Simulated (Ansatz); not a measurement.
**MoS2: a single-point run**

The task is a single-point run on MoS2. The structure is shown as the input types it. The cell is built on a prototype (fluorite) and needn't be the phase found in nature.

Method: density functional or hybrid calculation with the settings of its input, plane waves (as first typed), in Ansatz 0.2.0.

6 further runs of the same task are left out: 2 for a known fault of the program, 4 that didn't finish.

**1. The starting structure**

It takes space group Fm-3m (No. 225, cubic). Conventional cell: a = 5.865 Å, b = 5.865 Å, c = 5.865 Å, α = 90.00°, β = 90.00°, γ = 90.00°. Mo (site symmetry m-3m) is surrounded by 8 S at 2.54 Å. S (site symmetry -43m) is surrounded by 4 Mo at 2.54 Å.

Structure file:

```cif
data_structure
_symmetry_space_group_name_H-M 'Fm-3m'
_symmetry_Int_Tables_number 225
_cell_length_a 5.8648
_cell_length_b 5.8648
_cell_length_c 5.8648
_cell_angle_alpha 90.000
_cell_angle_beta 90.000
_cell_angle_gamma 90.000
_cell_volume 201.72
loop_
_atom_site_label
_atom_site_type_symbol
_atom_site_symmetry_multiplicity
_atom_site_Wyckoff_symbol
_atom_site_fract_x
_atom_site_fract_y
_atom_site_fract_z
_atom_site_occupancy
Mo1 Mo 4 a 0.00000 0.00000 0.00000 1
S1 S 8 c 0.25000 0.75000 0.75000 1
```

**2. Running it**

Input file input.yaml:

```yaml
crystal:
  lattice:
    - [0.0, 2.9323968606, 2.9323968606]
    - [2.9323968606, 0.0, 2.9323968606]
    - [2.9323968606, 2.9323968606, 0.0]
  atoms:
    - { symbol: Mo, position: [0.0, 0.0, 0.0] }
    - { symbol: S, position: [0.25, 0.25, 0.25] }
    - { symbol: S, position: [0.75, 0.75, 0.75] }
kpoints:
  mp_grid: { grid: [4, 4, 4] }
hamiltonian:
  xc: hse06
scf:
  occupations: { method: fermi_dirac, width: 0.02 }
  n_extra_bands: 4
  max_iter: 64
output:
  forces: true
  stress: true
  eigenvalues: true
basis:
  ecutwfc: 160
```

On the command line:

```console
$ ansatz run input.yaml --threads 4 --pin off --max-ram 3686MiB --backend cpu --events-out ev --progress --plain --runs-dir out
```

**Question.** How will this run end, and is anything wrong with its input?

The program finished normally, with warnings (cutoff below recommended, filled band counts differ across k points, stress exchange threshold loose). It gives a pressure of -22 GPa, which is large.

The suspect setting: basis.ecutwfc is 160. The cutoff lies far under what these potentials need. The potentials' recommended cutoff is 420 eV.

The test: delete basis.ecutwfc (the default then holds).
